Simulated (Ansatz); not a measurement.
# LiSe+ (triplet): from Hartree-Fock to the top rungs at distance Se1–Li2 = 6.844 Å, cc-pVDZ

The task here is to estimate one member of a computed series from the others.

Program: Ansatz 0.2.0, Gaussian basis. Level of theory: cc-pVDZ, core rule «outside noble gas», up to 15 orbitals frozen. These are calculated values, not measurements.

Plan: UHF; CCSD(T) on ROHF; CCSD(T) on UHF; BCCD(T) on ROHF; CCSDT(Q) on ROHF; CCSDT(Q) on UHF; Full CI.

73 further runs of the same task are left out: 55 for a known fault of the program, 12 that didn't finish, 6 set aside as unsound or not needed.

### The geometry

The geometry derives from a PBE0/def2-TZVP stationary point (not a proven minimum). One bond is set to the value named and the two fragments are kept rigid. No spin-orbit coupling is included. The filled d shell of Se may be among the frozen orbitals whatever the setting's name suggests; the logs give the count.

2 atoms, charge 1, spin multiplicity 3.

Atoms are counted from 1 here; the program's logs count them from 0.

No contacts short enough for the rule that draws bonds.

The first run:

Contents of in.yaml:

```yaml
crystal:
  periodic: [false, false, false]
  atoms:
    - {symbol: Se, position_ang: [0.000000, 0.000000, 0.000000]}
    - {symbol: Li, position_ang: [0.000000, 0.000000, 6.844000]}
basis:
  gaussian: {orbitals: cc-pVDZ}
total_charge: 1
magnetization: {spin_polarized: true, initial_magnetization: 2}
hamiltonian: {xc: hf}
output: {orbitals: {seedname: orbitals}}
```

The run is started by

```bash
$ ansatz run in.yaml --threads 1 --pin off --events-out ev --progress --plain --max-ram 2393MiB
```

Among the steps run: UHF; CCSD(T) on ROHF; CCSD(T) on UHF; BCCD(T) on ROHF; CCSDT(Q) on ROHF; CCSDT(Q) on UHF; Full CI.

One of the session's tables, all rows but one given; the rest of the session is left out.

It belongs to the step «Misses and costs». 

| method | from FCI (meV) |
| --- | --- |
| ROHF | +2494.1 |
| UHF | +2394.2 |
| RMP2 | +439.8 |
| UMP2 | +451.6 |
| RCCSD | +33.6 |
| UCCSD | +24.2 |
| RCCSD(T) | +8.4 |
| UCCSD(T) | +0.6 |
| BCCD(T) | +8.1 |
| RCCSDT | +2.6 |
| UCCSDT | ? |
| RCCSDT(Q) | +0.2 |
| UCCSDT(Q) | -7.2 |
| FCI | 0 |

**Question.** Estimate the row for UCCSDT.

**Answer.** from FCI (meV): -4.8. In the column «from FCI (meV)» it lies between UCCSDT(Q) (-7.2) and FCI (0).

Caveats from the session: UCCSDT, UCCSDT(Q) fall below full CI: unrestricted runs freeze a spin-polarised core, another one than full CI's, and coupled cluster isn't variational. Levels on UHF freeze UHF's core orbitals, full CI those of ROHF, so the U rows can settle a little off it for that reason alone. Restricted and unrestricted rows rest on different reference determinants; where their highest levels disagree by more than a few hundredths of an eV, they describe different states and don't form one ladder.
